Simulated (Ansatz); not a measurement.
# BH3O2Si: one molecule under many settings

How do the results and run time of BH3O2Si respond when the settings are drawn wide?

Computed with Ansatz 0.2.0, Gaussian basis. Level: the settings change from run to run.

## (1) The relaxed structure

An earlier PBE0-D4 in a triple-zeta def2 set relaxation fixed the geometry.

SMILES `O[SiH]1BO1`, 7 atoms, charge 0, spin multiplicity 1.

Atoms are counted from 1 here; the program's logs count them from 0.

Bond lengths: O1–Si2 1.634 Å, O1–H5 0.959 Å, Si2–B3 1.884 Å, Si2–O4 1.735 Å, Si2–H6 1.481 Å, B3–O4 1.351 Å, B3–H7 1.190 Å. Angles: Si2–O1–H5 118.1°, O1–Si2–B3 123.1°, O1–Si2–O4 115.1°, O1–Si2–H6 109.6°, B3–Si2–O4 43.6°, B3–Si2–H6 126.9°, O4–Si2–H6 109.4°, Si2–B3–O4 62.3°, Si2–B3–H7 167.1°, O4–B3–H7 130.6°, Si2–O4–B3 74.1°.

As a file:

```xyz
7
charge 0, multiplicity 1
O    -1.08520    0.70212   -1.14008
Si   -0.02735    0.46784    0.08341
B     1.23246   -0.93324    0.10066
O     0.04066   -1.15352    0.69664
H    -1.93261    1.10072   -0.93383
H    -0.33634    1.40034    1.19197
H     2.16948   -1.65225   -0.04446
```

## (2) rPW86-PBE/x2c-TZVPPall

Options: density fitting with def2-universal-jkfit, D3(BJ) with three-body dispersion.

Contents of in.yaml:

```yaml
crystal:
  periodic: [false, false, false]
  atoms:
    - {symbol: O, position_ang: [-1.085199, 0.702115, -1.140083]}
    - {symbol: Si, position_ang: [-0.027352, 0.467843, 0.083407]}
    - {symbol: B, position_ang: [1.232462, -0.933245, 0.100657]}
    - {symbol: O, position_ang: [0.040658, -1.153520, 0.696645]}
    - {symbol: H, position_ang: [-1.932614, 1.100717, -0.933828]}
    - {symbol: H, position_ang: [-0.336337, 1.400338, 1.191966]}
    - {symbol: H, position_ang: [2.169482, -1.652247, -0.044463]}
basis:
  gaussian: {orbitals: x2c-TZVPPall, fitting: {mean_field: def2-universal-jkfit}}
hamiltonian: {xc: {name: rPW86-PBE}, dispersion: d3bjatm}
```

On the command line:

```sh
> ansatz run in.yaml --threads 2 --pin off --events-out ev --progress --plain --max-ram 4352MiB
```

Output:

```text
Functional definition: rPW86-PBE
  name "rPW86-PBE"
  cite "Murray, Lee & Langreth, J. Chem. Theory Comput. 5, 2754 (2009) doi:10.1021/ct900365q"
  cite "Perdew, Burke & Ernzerhof, Phys. Rev. Lett. 77, 3865 (1996) doi:10.1103/PhysRevLett.77.3865"
  parent pbe
  exchange = rpw86_x
  correlation = pbe_c
411 factors; integrals over basis functions are off by at most 1.1e0 eV
mean field evaluation 1: about -12725.2897 eV, gradient 8.7e1 eV
mean field evaluation 2: about -12650.6218 eV, gradient 2.0e2 eV
mean field evaluation 4: about -12736.6285 eV, gradient 2.9e1 eV
mean field evaluation 8: about -12737.9622 eV, gradient 1.7e-1 eV
mean field evaluation 16: about -12737.9623 eV, gradient 6.0e-5 eV
mean field -12737.96230372 eV, -468.1114805607 hartree, gradient 6.0e-5 eV, S^2 0.000000; 0 other end points of the search recorded, 0 dependent functions left out
reference -12737.96240773 eV, -468.1114843832 hartree; 19, 19 occupied and 158, 158 virtual orbitals, 411 factors
Total energy: -12738.07447087 eV, -468.1156026274 hartree
Relativity: scalar
```

Wall time 3.4 s (2 threads of Arm Neoverse V1, shared host).

## (3) B97M-V/cc-pVDZ

Options: finite nuclei, the search for lower states set to full.

in.yaml: that of step 2 with these lines changed.

```diff
@@ -11,3 +11,4 @@
 basis:
-  gaussian: {orbitals: x2c-TZVPPall, fitting: {mean_field: def2-universal-jkfit}}
-hamiltonian: {xc: {name: rPW86-PBE}, dispersion: d3bjatm}
+  gaussian: {orbitals: cc-pVDZ, nuclear_model: gaussian}
+hamiltonian: {xc: {name: B97M-V}}
+scf: {lower_state_search: full}
```

Same command.

Output (excerpt; [...] marks lines left out):

```text
Functional definition: B97M-V
  name "B97M-V"
  cite "Mardirossian & Head-Gordon, J. Chem. Phys. 142, 074111 (2015) doi:10.1063/1.4907719"
  cite "Becke, J. Chem. Phys. 107, 8554 (1997) doi:10.1063/1.475007"
  cite "Vydrov & Van Voorhis, J. Chem. Phys. 133, 244103 (2010) doi:10.1063/1.3521275"
  # Of w^i u^j: cxij and so on, Table III.
[...]
  gx(w, u) = cx00 + cx01*u + cx02*u^2 + (cx10 + cx11*u)*w
  gss(w, u) = css00 + css02*u^2 + css10*w + (css32*w^3 + css42*w^4)*u^2
  gos(w, u) = cos00 + cos01*u + cos03*u^3 + cos10*w + cos32*w^3*u^2
[...]
      + integral(e_c_pw_mod_opposite_spin*gos(b97_w_opposite, b97_u_opposite)) + vv10(b, c)
836 factors; their error is unknown
[...]
mean field -12695.03604408 eV, -466.5339696153 hartree, gradient 3.9e-5 eV, S^2 0.000000; 0 other end points of the search recorded, 0 dependent functions left out
reference -12695.03609181 eV, -466.5339713694 hartree; 19, 19 occupied and 56, 56 virtual orbitals, 836 factors
Total energy: -12695.03609181 eV, -466.5339713694 hartree
```

It took 4.5 s on 2 threads of Arm Neoverse V1, shared host.

## (4) wB97M-V/ANO-RCC-VTZP

Set apart from the defaults: charge -1, multiplicity 2, finite nuclei.

in.yaml: that of step 3 with these lines changed.

```diff
@@ -11,4 +11,5 @@
 basis:
-  gaussian: {orbitals: cc-pVDZ, nuclear_model: gaussian}
-hamiltonian: {xc: {name: B97M-V}}
-scf: {lower_state_search: full}
+  gaussian: {orbitals: ANO-RCC-VTZP, nuclear_model: gaussian}
+total_charge: -1
+magnetization: {spin_polarized: true, initial_magnetization: 1}
+hamiltonian: {xc: {name: wB97M-V}}
```

The command is unchanged.

Output (excerpt; [...] marks lines left out):

```text
Functional definition: wB97M-V
  name "wB97M-V"
  cite "Mardirossian & Head-Gordon, J. Chem. Phys. 144, 214110 (2016) doi:10.1063/1.4952647"
  cite "Becke, J. Chem. Phys. 107, 8554 (1997) doi:10.1063/1.475007"
  cite "Vydrov & Van Voorhis, J. Chem. Phys. 133, 244103 (2010) doi:10.1063/1.3521275"
  # Of w^i u^j: cxij and so on, Table III.
[...]
  gx(w, u) = 1 - cx + cx01*u + cx10*w
  gss(w, u) = css00 + css04*u^4 + css10*w + css20*w^2 + css43*w^4*u^3
  gos(w, u) = cos00 + cos10*w + (cos20 + cos21*u)*w^2 + (cos60 + cos61*u)*w^6
[...]
      + integral(e_c_pw_mod_opposite_spin*gos(b97_w_opposite, b97_u_opposite)) + vv10(b, c)
1210 factors; their error is unknown
313 factors; integrals over basis functions are off by at most 1.2e-5 eV
[...]
mean field -12717.63162487 eV, -467.3643418935 hartree, gradient 1.6e-5 eV, S^2 0.750951; 6 other end points of the search recorded, 0 dependent functions left out
reference -12717.63168382 eV, -467.3643440601 hartree; 20, 19 occupied and 146, 147 virtual orbitals, 1210 factors
Total energy: -12717.63168382 eV, -467.3643440601 hartree
Relativity: scalar
```

It took 70 s on 2 threads of Arm Neoverse V1, shared host; peak memory 0.91 GiB.

⟨S²⟩ 0.751.

## (5) revPBE/def2-TZVPP

Options: atoms shaken by 0.03 Å, D4 dispersion.

Contents of in.yaml:

```yaml
crystal:
  periodic: [false, false, false]
  atoms:
    - {symbol: O, position_ang: [-1.148421, 0.746231, -1.123675]}
    - {symbol: Si, position_ang: [-0.012430, 0.504012, 0.088072]}
    - {symbol: B, position_ang: [1.217357, -0.954812, 0.093203]}
    - {symbol: O, position_ang: [0.049553, -1.172985, 0.668075]}
    - {symbol: H, position_ang: [-1.937488, 1.056058, -0.949066]}
    - {symbol: H, position_ang: [-0.311971, 1.402454, 1.175321]}
    - {symbol: H, position_ang: [2.209506, -1.674187, 0.015558]}
basis:
  gaussian: {orbitals: def2-TZVPP}
hamiltonian: {xc: {name: revPBE}, dispersion: d4}
```

Launched as before.

Output:

```text
Functional definition: revPBE
  name "revPBE"
  cite "Zhang & Yang, Phys. Rev. Lett. 80, 890 (1998) doi:10.1103/PhysRevLett.80.890"
  cite "Perdew, Burke & Ernzerhof, Phys. Rev. Lett. 77, 3865 (1996) doi:10.1103/PhysRevLett.77.3865"
  parameter kappa = 1.245
  parameter beta = 0.06672455060314922
  exchange = pbe_x(kappa = kappa, mu = beta*pi^2/3)
  correlation = pbe_c(beta = beta)
936 factors; their error is unknown
mean field evaluation 1: about -12685.4495 eV, gradient 8.3e1 eV
mean field evaluation 2: about -12618.1789 eV, gradient 1.9e2 eV
mean field evaluation 4: about -12696.0649 eV, gradient 2.6e1 eV
mean field evaluation 8: about -12697.1577 eV, gradient 1.7e-1 eV
mean field evaluation 16: about -12697.1363 eV, gradient 2.8e-4 eV
mean field -12697.13627066 eV, -466.6111515186 hartree, gradient 6.9e-5 eV, S^2 0.000000; 0 other end points of the search recorded, 0 dependent functions left out
reference -12697.13631952 eV, -466.6111533142 hartree; 19, 19 occupied and 158, 158 virtual orbitals, 936 factors
Total energy: -12697.50351675 eV, -466.6246475636 hartree
```

Wall time 1.7 s (2 threads of Arm Neoverse V1, shared host).

## (6) SVWN5/cc-pVDZ

Options: atoms shaken by 0.15 Å.

Contents of in.yaml:

```yaml
crystal:
  periodic: [false, false, false]
  atoms:
    - {symbol: O, position_ang: [-1.181339, 0.939448, -1.016512]}
    - {symbol: Si, position_ang: [-0.337334, 0.493458, 0.090788]}
    - {symbol: B, position_ang: [1.004971, -0.920194, 0.061529]}
    - {symbol: O, position_ang: [-0.052507, -1.127331, 0.503433]}
    - {symbol: H, position_ang: [-1.999665, 0.913499, -1.081894]}
    - {symbol: H, position_ang: [-0.132199, 1.443325, 1.414987]}
    - {symbol: H, position_ang: [2.290780, -1.750815, -0.431373]}
basis:
  gaussian: {orbitals: cc-pVDZ}
hamiltonian: {xc: {name: SVWN5}}
output: {forces: true}
```

Launched as before.

Output (excerpt; [...] marks lines left out):

```text
Functional definition: SVWN5
  name "SVWN5"
  cite "Dirac, Proc. Camb. Phil. Soc. 26, 376 (1930) doi:10.1017/S0305004100016108"
  cite "Slater, Phys. Rev. 81, 385 (1951) doi:10.1103/PhysRev.81.385"
  cite "Vosko, Wilk & Nusair, Can. J. Phys. 58, 1200 (1980) doi:10.1139/p80-159"
[...]
836 factors; their error is unknown
[...]
mean field -12624.95534725 eV, -463.9585515094 hartree, gradient 1.4e-5 eV, S^2 0.000000; 0 other end points of the search recorded, 0 dependent functions left out
[...]
reference -12624.95537967 eV, -463.9585527007 hartree; 19, 19 occupied and 56, 56 virtual orbitals, 836 factors
Total energy: -12624.95537967 eV, -463.9585527007 hartree
Atom 0 at    -1.181339     0.939448    -1.016512 Å, force     6.328316     2.729858    -6.035536 eV/Å
Atom 1 at    -0.337334     0.493458     0.090788 Å, force     9.195102     0.647910     8.052023 eV/Å
Atom 2 at     1.004971    -0.920194     0.061529 Å, force    13.414959     2.476033    -6.725560 eV/Å
Atom 3 at    -0.052507    -1.127331     0.503433 Å, force   -11.988612    -5.939828     6.026426 eV/Å
Atom 4 at    -1.999665     0.913499    -1.081894 Å, force   -13.195396    -0.113314    -1.336505 eV/Å
Atom 5 at    -0.132199     1.443325     1.414987 Å, force    -1.048230    -1.149128    -1.278294 eV/Å
Atom 6 at     2.290780    -1.750815    -0.431373 Å, force    -2.706140     1.348469     1.297446 eV/Å
Dipole moment:    -0.750552     0.217431    -0.032893 e Å
```

Wall time 0.65 s (2 threads of Arm Neoverse V1, shared host).

Largest force 15.209 eV/Å, dipole 3.76 D.

## (7) B3LYP/6-31++G**

Set apart from the defaults: multiplicity 3, restricted open-shell orbitals, coordinates scaled by 1.05, density fitting with def2-universal-jkfit, a point charge of 1.00 e beside it, D4 dispersion.

Contents of in.yaml:

```yaml
crystal:
  periodic: [false, false, false]
  atoms:
    - {symbol: O, position_ang: [-1.139459, 0.737221, -1.197087]}
    - {symbol: Si, position_ang: [-0.028720, 0.491235, 0.087577]}
    - {symbol: B, position_ang: [1.294085, -0.979908, 0.105690]}
    - {symbol: O, position_ang: [0.042691, -1.211196, 0.731478]}
    - {symbol: H, position_ang: [-2.029244, 1.155752, -0.980520]}
    - {symbol: H, position_ang: [-0.353154, 1.470355, 1.251564]}
    - {symbol: H, position_ang: [2.277956, -1.734860, -0.046686]}
basis:
  gaussian: {orbitals: "6-31++G**", fitting: {mean_field: def2-universal-jkfit}, point_charges: [{charge: 1.00, position_ang: [4.893, 0.110, 0.576]}]}
magnetization: {spin_polarized: false, initial_magnetization: 2}
hamiltonian: {xc: {name: B3LYP}, dispersion: d4}
```

The command is unchanged.

Output (excerpt; [...] marks lines left out):

```text
Functional definition: B3LYP
  name "B3LYP"
  cite "Stephens, Devlin, Chabalowski & Frisch, J. Phys. Chem. 98, 11623 (1994) doi:10.1021/j100096a001"
  cite "Becke, Phys. Rev. A 38, 3098 (1988) doi:10.1103/PhysRevA.38.3098"
  cite "Lee, Yang & Parr, Phys. Rev. B 37, 785 (1988) doi:10.1103/PhysRevB.37.785"
  cite "Vosko, Wilk & Nusair, Can. J. Phys. 58, 1200 (1980) doi:10.1139/p80-159"
[...]
411 factors; integrals over basis functions are off by at most 3.5e-1 eV
[...]
mean field -12695.35303945 eV, -466.5456189803 hartree, gradient 4.8e-5 eV, S^2 2.000000; 4 other end points of the search recorded, 0 dependent functions left out
reference -12695.35335866 eV, -466.5456307111 hartree; 20, 18 occupied and 78, 80 virtual orbitals, 411 factors
Total energy: -12695.54479737 eV, -466.5526659540 hartree
```

It took 4.7 s on 2 threads of Arm Neoverse V1, shared host.

## (8) wB97X-V/6-31G

Set apart from the defaults: unrestricted orbitals, a point charge of -1.00 e beside it.

Contents of in.yaml:

```yaml
crystal:
  periodic: [false, false, false]
  atoms:
    - {symbol: O, position_ang: [-1.085199, 0.702115, -1.140083]}
    - {symbol: Si, position_ang: [-0.027352, 0.467843, 0.083407]}
    - {symbol: B, position_ang: [1.232462, -0.933245, 0.100657]}
    - {symbol: O, position_ang: [0.040658, -1.153520, 0.696645]}
    - {symbol: H, position_ang: [-1.932614, 1.100717, -0.933828]}
    - {symbol: H, position_ang: [-0.336337, 1.400338, 1.191966]}
    - {symbol: H, position_ang: [2.169482, -1.652247, -0.044463]}
basis:
  gaussian: {orbitals: 6-31G, point_charges: [{charge: -1.00, position_ang: [4.745, 0.760, -0.825]}]}
magnetization: {spin_polarized: true, initial_magnetization: 0}
hamiltonian: {xc: {name: wB97X-V}}
output: {forces: true}
```

The command is unchanged.

Output (excerpt; [...] marks lines left out):

```text
Functional definition: wB97X-V
  name "wB97X-V"
  cite "Mardirossian & Head-Gordon, Phys. Chem. Chem. Phys. 16, 9904 (2014) doi:10.1039/C3CP54374A"
  cite "Becke, J. Chem. Phys. 107, 8554 (1997) doi:10.1063/1.475007"
  cite "Vydrov & Van Voorhis, J. Chem. Phys. 133, 244103 (2010) doi:10.1063/1.3521275"
[...]
      + integral(e_c_pw_opposite_spin*poly(b97_u_opposite, cos0, cos1)) + vv10(b, c)
512 factors; integrals over basis functions are off by at most 2.7e-4 eV
220 factors; integrals over basis functions are off by at most 4.4e-6 eV
[...]
mean field -12691.21025656 eV, -466.3933745173 hartree, gradient 8.6e-5 eV, S^2 0.000000; 0 other end points of the search recorded, 0 dependent functions left out
[...]
reference -12691.21025503 eV, -466.3933744612 hartree; 19, 19 occupied and 27, 27 virtual orbitals, 512 factors
Total energy: -12691.21025503 eV, -466.3933744612 hartree
Atom 0 at    -1.085199     0.702115    -1.140083 Å, force    -1.815327     0.466717    -1.731323 eV/Å
Atom 1 at    -0.027352     0.467843     0.083407 Å, force     2.296038     2.078347     0.846758 eV/Å
Atom 2 at     1.232462    -0.933245     0.100657 Å, force     2.154243    -0.539213    -0.734524 eV/Å
Atom 3 at     0.040658    -1.153520     0.696645 Å, force    -1.561811    -2.646168     1.752382 eV/Å
Atom 4 at    -1.932614     1.100717    -0.933828 Å, force    -0.689008     0.187572    -0.384272 eV/Å
Atom 5 at    -0.336337     1.400338     1.191966 Å, force    -0.205221     0.219269     0.233332 eV/Å
Atom 6 at     2.169482    -1.652247    -0.044463 Å, force    -0.117822     0.249612    -0.029055 eV/Å
Dipole moment:     0.107313     0.457029     0.100618 e Å
```

Run time: 6 s. Hardware: 2 threads of Arm Neoverse V1, shared host.

Largest force 3.537 eV/Å, dipole 2.31 D, ⟨S²⟩ 0.000.

## (9) revPBE/def2-TZVP

This run has D3(BJ) with three-body dispersion.

in.yaml: that of step 8 with these lines changed.

```diff
@@ -11,5 +11,4 @@
 basis:
-  gaussian: {orbitals: 6-31G, point_charges: [{charge: -1.00, position_ang: [4.745, 0.760, -0.825]}]}
-magnetization: {spin_polarized: true, initial_magnetization: 0}
-hamiltonian: {xc: {name: wB97X-V}}
+  gaussian: {orbitals: def2-TZVP}
+hamiltonian: {xc: {name: revPBE}, dispersion: d3bjatm}
 output: {forces: true}
```

The command is unchanged.

Output (excerpt; [...] marks lines left out):

```text
Functional definition: revPBE
  name "revPBE"
  cite "Zhang & Yang, Phys. Rev. Lett. 80, 890 (1998) doi:10.1103/PhysRevLett.80.890"
  cite "Perdew, Burke & Ernzerhof, Phys. Rev. Lett. 77, 3865 (1996) doi:10.1103/PhysRevLett.77.3865"
[...]
855 factors; their error is unknown
[...]
mean field -12697.46820822 eV, -466.6233499989 hartree, gradient 1.2e-5 eV, S^2 0.000000; 0 other end points of the search recorded, 0 dependent functions left out
[...]
reference -12697.46825862 eV, -466.6233518512 hartree; 19, 19 occupied and 129, 129 virtual orbitals, 855 factors
Total energy: -12697.74800399 eV, -466.6336323040 hartree
Atom 0 at    -1.085199     0.702115    -1.140083 Å, force    -0.011368    -0.142294    -0.710039 eV/Å
Atom 1 at    -0.027352     0.467843     0.083407 Å, force     0.380140     0.618638     0.135631 eV/Å
Atom 2 at     1.232462    -0.933245     0.100657 Å, force     0.614170     0.068531    -0.292796 eV/Å
Atom 3 at     0.040658    -1.153520     0.696645 Å, force    -0.603109    -0.765375     0.577382 eV/Å
Atom 4 at    -1.932614     1.100717    -0.933828 Å, force    -0.477076     0.227756     0.128582 eV/Å
Atom 5 at    -0.336337     1.400338     1.191966 Å, force    -0.050187     0.112354     0.185680 eV/Å
Atom 6 at     2.169482    -1.652247    -0.044463 Å, force     0.147430    -0.119610    -0.024440 eV/Å
Dipole moment:    -0.218701     0.302519     0.050753 e Å
```

It took 1.9 s on 2 threads of Arm Neoverse V1, shared host.

Largest force 1.133 eV/Å, dipole 1.81 D.

## (10) HSE06/aug-cc-pVTZ

Options: charge -1, multiplicity 2, restricted open-shell orbitals, a grid of angular degree 11.

in.yaml: that of step 9 with these lines changed.

```diff
@@ -11,4 +11,6 @@
 basis:
-  gaussian: {orbitals: def2-TZVP}
-hamiltonian: {xc: {name: revPBE}, dispersion: d3bjatm}
+  gaussian: {orbitals: aug-cc-pVTZ, final_grid: {core_spheres: 5, valence_spheres: 4, degree: 11}}
+total_charge: -1
+magnetization: {spin_polarized: false, initial_magnetization: 1}
+hamiltonian: {xc: {name: HSE06}}
 output: {forces: true}
```

Same command.

Output (excerpt; [...] marks lines left out):

```text
Functional definition: HSE06
  name "HSE06"
  cite "Heyd, Scuseria & Ernzerhof, J. Chem. Phys. 118, 8207 (2003) doi:10.1063/1.1564060"
  cite "Krukau, Vydrov, Izmaylov & Scuseria, J. Chem. Phys. 125, 224106 (2006) doi:10.1063/1.2404663"
  cite "Heyd & Scuseria, J. Chem. Phys. 120, 7274 (2004) doi:10.1063/1.1668634"
  cite "Ernzerhof & Perdew, J. Chem. Phys. 109, 3313 (1998) doi:10.1063/1.476928"
  cite "Perdew, Burke & Ernzerhof, Phys. Rev. Lett. 77, 3865 (1996) doi:10.1103/PhysRevLett.77.3865"
  parent pbe
[...]
  # The whole range is PBE's own exchange, as in plane waves. The composition of these papers is wPBEh.
[...]
1219 factors; their error is unknown
107 factors; integrals over basis functions are off by at most 1.4e-6 eV
[...]
mean field -12691.31350657 eV, -466.3971688852 hartree, gradient 4.5e-6 eV, S^2 0.750000; 12 other end points of the search recorded, 0 dependent functions left out
[...]
reference -12691.31356334 eV, -466.3971709715 hartree; 20, 19 occupied and 237, 238 virtual orbitals, 1219 factors
Total energy: -12691.31356334 eV, -466.3971709715 hartree
Atom 0 at    -1.085199     0.702115    -1.140083 Å, force     0.189725    -0.217408    -0.376787 eV/Å
Atom 1 at    -0.027352     0.467843     0.083407 Å, force     0.413449    -0.121384    -0.054061 eV/Å
Atom 2 at     1.232462    -0.933245     0.100657 Å, force     0.653868     0.487157    -0.344617 eV/Å
Atom 3 at     0.040658    -1.153520     0.696645 Å, force    -0.825494    -0.578183     0.580105 eV/Å
Atom 4 at    -1.932614     1.100717    -0.933828 Å, force    -0.520128     0.398187     0.102472 eV/Å
Atom 5 at    -0.336337     1.400338     1.191966 Å, force    -0.028279     0.100479     0.102552 eV/Å
Atom 6 at     2.169482    -1.652247    -0.044463 Å, force     0.116859    -0.068847    -0.009664 eV/Å
Dipole moment:     0.938157    -0.442763     0.445679 e Å
```

It took 55 s on 2 threads of Arm Neoverse V1, shared host; peak memory 1.3 GiB.

Largest force 1.163 eV/Å.

## (11) The runs in one table

```
                 level  charge  multiplicity               geometry  functions  energy (eV)    time
rPW86-PBE/x2c-TZVPPall       0             1                relaxed        177   -12738.074   3.4 s
        B97M-V/cc-pVDZ       0             1                relaxed         75   -12695.036   4.5 s
  wB97M-V/ANO-RCC-VTZP      -1             2                relaxed        166   -12717.632    70 s
     revPBE/def2-TZVPP       0             1                 shaken        177   -12697.504   1.7 s
         SVWN5/cc-pVDZ       0             1                 shaken         75   -12624.955  0.65 s
       B3LYP/6-31++G**       0             3   scaled, point charge         98   -12695.545   4.7 s
         wB97X-V/6-31G       0             1  relaxed, point charge         46   -12691.210     6 s
      revPBE/def2-TZVP       0             1                relaxed        148   -12697.748   1.9 s
     HSE06/aug-cc-pVTZ      -1             2                relaxed        257   -12691.314    55 s
```

## (12) Outcome

```
                                         quantity                       value
                                             runs                           9
                                         quickest       SVWN5/cc-pVDZ, 0.65 s
                                          slowest  wB97M-V/ANO-RCC-VTZP, 70 s
spread of total energies, same state and geometry                     43.0 eV
```

In words: Run time spans a factor of 108, from SVWN5/cc-pVDZ to wB97M-V/ANO-RCC-VTZP. The jobs differ in tasks and options as well as level. The totals spread over 43 eV; they can't be compared across methods or bases. Some of these runs are scalar-relativistic and others not, which shifts the totals of all-electron atoms past neon by eV; core potentials, where a basis has them, take the core out of the total altogether. At the PBE0-D4/def2-TZVP geometry and in the same state, runs without warnings or point charges leave forces up to 1.13 eV/Å (revPBE/def2-TZVP), against 15.2 eV/Å where the atoms were moved.
